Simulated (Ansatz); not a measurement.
# BaBe5: the cost of one run

Method: DFT PBE, scalar-relativistic, plane waves, PAW, in Ansatz 0.2.0.

### 1 The structure to begin with

The structure is hexagonal, space group P6/mmm (No. 191). Conventional cell: a = 4.836 Å, b = 4.836 Å, c = 3.893 Å, α = 90.00°, β = 90.00°, γ = 120.00°. Ba (site symmetry 6/mmm) has 18 Be at 2.79 to 3.10 Å as nearest neighbours. Around Be (site symmetry -6m2) lie 6 Be at 2.40 Å. Around Be (site symmetry mmm) lie 8 Be at 2.40 to 2.42 Å.

As a file:

```cif
data_structure
_symmetry_space_group_name_H-M 'P6/mmm'
_symmetry_Int_Tables_number 191
_cell_length_a 4.8359
_cell_length_b 4.8359
_cell_length_c 3.8926
_cell_angle_alpha 90.000
_cell_angle_beta 90.000
_cell_angle_gamma 120.000
_cell_volume 78.84
loop_
_atom_site_label
_atom_site_type_symbol
_atom_site_symmetry_multiplicity
_atom_site_Wyckoff_symbol
_atom_site_fract_x
_atom_site_fract_y
_atom_site_fract_z
_atom_site_occupancy
Ba1 Ba 1 a 0.00000 0.00000 0.00000 1
Be1 Be 2 c 0.33333 0.66667 0.00000 1
Be2 Be 3 g 0.50000 0.00000 0.50000 1
```

A structure generator made this guess: species swapped into a database cell of TbCo5 (P6/mmm, No. 191), with Ba on the Tb sites and Be on the Co sites. The dimensions are guesses.

### 2 The guess as it stands, on a coarse mesh

input.yaml reads:

```yaml
crystal:
  lattice:
    - [4.83590314, 0.0, 0.0]
    - [-2.41795157, 4.18801497, 0.0]
    - [0.0, 0.0, 3.89257396]
  atoms:
    - { symbol: Ba, position: [0.0, 0.0, 0.0] }
    - { symbol: Be, position: [0.33333333, 0.66666667, 0.0] }
    - { symbol: Be, position: [0.66666667, 0.33333333, 0.0] }
    - { symbol: Be, position: [0.5, 0.0, 0.5] }
    - { symbol: Be, position: [0.5, 0.5, 0.5] }
    - { symbol: Be, position: [0.0, 0.5, 0.5] }
basis:
  ecutwfc: 420
kpoints:
  mp_grid: { grid: [6, 6, 4] }
hamiltonian:
  xc: pbe
scf:
  occupations: { method: gaussian, width: 0.1 }
  lower_state_search: "off"
output:
  forces: true
  stress: true
  eigenvalues: true
```

Started as:

```sh
$ ansatz run input.yaml --threads 1 --pin off --max-ram 2048MiB --backend cpu --events-out ev --progress --plain --runs-dir out
```

Q: Estimate wall time and peak memory on 1 thread of AMD EPYC 9R14 (Zen 4), shared host.

About 1.3 s, with a peak of 0.4 GiB.
